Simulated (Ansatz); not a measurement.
**ZnSe (F-43m): compression over a wide range**

The task here is to estimate one member of a computed series from the others.

Program: Ansatz 0.2.0. Level of theory: DFT PBE, scalar-relativistic, plane waves, PAW. These are calculated values, not measurements.

### The structure to begin with

Symmetry: F-43m, No. 216, cubic system. Conventional cell: a = 5.733 Å, b = 5.733 Å, c = 5.733 Å, α = 90.00°, β = 90.00°, γ = 90.00°. Zn (site symmetry -43m) has 4 Se at 2.48 Å as nearest neighbours. Se (site symmetry -43m) has 4 Zn at 2.48 Å as nearest neighbours.

Structure file:

```
Zn Se
1.0
     0.00000    2.86646    2.86646
     2.86646    0.00000    2.86646
     2.86646    2.86646    0.00000
Zn Se
1 1
Direct
  0.00000 0.00000 0.00000
  0.25000 0.25000 0.25000
```

An earlier run at PBE left this cell at 23.553 Å³/atom and 0.00 GPa (8×8×8 mesh).

Set-up of the first run:

input.yaml reads:

```yaml
crystal:
  lattice:
    - [0.0, 2.8277193127, 2.8277193127]
    - [2.8277193127, 0.0, 2.8277193127]
    - [2.8277193127, 2.8277193127, 0.0]
  atoms:
    - { symbol: Zn, position: [0.0, 0.0, 0.0] }
    - { symbol: Se, position: [0.25, 0.25, 0.25] }
basis:
  ecutwfc: 420
  ecutrho_ratio: 4
kpoints:
  mp_grid: { grid: [8, 8, 8] }
hamiltonian:
  xc: pbe
scf:
  occupations: { method: gaussian, width: 0.05 }
output:
  forces: true
  stress: true
  eigenvalues: true
```

On the command line:

```bash
$ ansatz run input.yaml --threads 1 --pin off --max-ram 2560MiB --backend cpu --events-out ev --progress --plain --runs-dir out
```

Among the steps run: Volume × 0.96; Volume × 1.04; Volume × 0.92; Volume × 0.88; Volume × 0.84; Volume × 0.8.

One table of the session follows, with a row left open; its other results are not shown here.

It belongs to the step «The curve». 

```
volume (Å³/atom)  energy above the lowest (meV/atom)  pressure (GPa)  gap on the mesh (eV)
          18.842                               251.0            21.0                  2.09
          19.784                                   ?               ?                     ?
          20.726                                75.9             9.7                  1.68
          21.668                                31.1             5.7                  1.49
          22.610                                 7.2             2.5                  1.31
          23.553                                 0.0             0.0                  1.15
          24.495                                 6.2            -2.0                  1.00
```

Q: Estimate the row for volume (Å³/atom) = 19.784 from the others.

Worked estimate for «energy above the lowest (meV/atom)». A straight line through the neighbours (18.842, 251.0) and (20.726, 75.9) gives 251.0 + (75.9 − 251.0) × (19.784 − 18.842) / (20.726 − 18.842) = 163.4; a parabola fitted to 3 rows on both sides gives 149.2.

As computed: energy above the lowest (meV/atom): 146.9; pressure (GPa): 14.7; gap on the mesh (eV): 1.88. In «energy above the lowest (meV/atom)» the line misses by +16.5 and the parabola by +2.3.

To keep in mind: Other structures may be lower in enthalpy at these pressures.
